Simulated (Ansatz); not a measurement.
# RbHoBr4: the cost of one run

Program: Ansatz 0.2.0. Level of theory: DFT PBE, scalar-relativistic, plane waves, PAW; 4f electrons in the core of a trivalent norm-conserving potential. These are calculated values, not measurements.

1 further run of the same task is left out (it didn't finish).

## (1) Starting point

Symmetry: P6/mmm, No. 191, hexagonal system. Conventional cell: a = 4.610 Å, b = 4.610 Å, c = 10.115 Å, α = 90.00°, β = 90.00°, γ = 120.00°. Rb (site symmetry 6/mmm) is surrounded by 12 Br at 3.56 Å. Ho (site symmetry 6/mmm) is surrounded by 12 Br at 3.79 Å. Br (site symmetry 3m) has 3 Br at 2.66 Å and 3 Rb at 3.56 Å and 3 Ho at 3.79 Å in its first shell of neighbours.

Coordinates:

```cif
data_structure
_symmetry_space_group_name_H-M 'P6/mmm'
_symmetry_Int_Tables_number 191
_cell_length_a 4.6105
_cell_length_b 4.6105
_cell_length_c 10.1145
_cell_angle_alpha 90.000
_cell_angle_beta 90.000
_cell_angle_gamma 120.000
_cell_volume 186.20
loop_
_atom_site_label
_atom_site_type_symbol
_atom_site_symmetry_multiplicity
_atom_site_Wyckoff_symbol
_atom_site_fract_x
_atom_site_fract_y
_atom_site_fract_z
_atom_site_occupancy
Rb1 Rb 1 a 0.00000 0.00000 0.00000 1
Ho1 Ho 1 b 0.00000 0.00000 0.50000 1
Br1 Br 4 h 0.33333 0.66667 0.76643 1
```

The cell is invented: species swapped into a database cell of ZrTiB4 (P6/mmm, No. 191), with Ho on the Zr sites, Rb on the Ti sites and Br on the B sites. Its size is a rough estimate.

## (2) A first look at the guess

File input.yaml:

```yaml
crystal:
  lattice:
    - [4.61048214, 0.0, 0.0]
    - [-2.30524107, 3.99279465, 0.0]
    - [0.0, 0.0, 10.1145178]
  atoms:
    - { symbol: Rb, position: [0.0, 0.0, 0.0] }
    - { symbol: Ho, position: [0.0, 0.0, 0.5] }
    - { symbol: Br, position: [0.33333333, 0.66666667, 0.76642942] }
    - { symbol: Br, position: [0.33333333, 0.66666667, 0.23357058] }
    - { symbol: Br, position: [0.66666667, 0.33333333, 0.76642942] }
    - { symbol: Br, position: [0.66666667, 0.33333333, 0.23357058] }
basis:
  ecutwfc: 690
kpoints:
  mp_grid: { grid: [6, 6, 2] }
hamiltonian:
  xc: pbe
  pseudopotentials:
    kind: paw
    azcp: { Ho: "pseudopotentials/pbe/nc/lanthanide_3plus/Ho.nc.azcp" }
scf:
  occupations: { method: gaussian, width: 0.1 }
  lower_state_search: "off"
output:
  forces: true
  stress: true
  eigenvalues: true
```

Command:

```bash
ansatz run input.yaml --threads 1 --pin off --max-ram 2560MiB --backend cpu --events-out ev --progress --plain --runs-dir out
```

What time and memory should one allow on 1 thread of Intel Xeon at 2.50GHz (Skylake/Cascade Lake), shared host?

About 21 s, with a peak of 0.54 GiB.
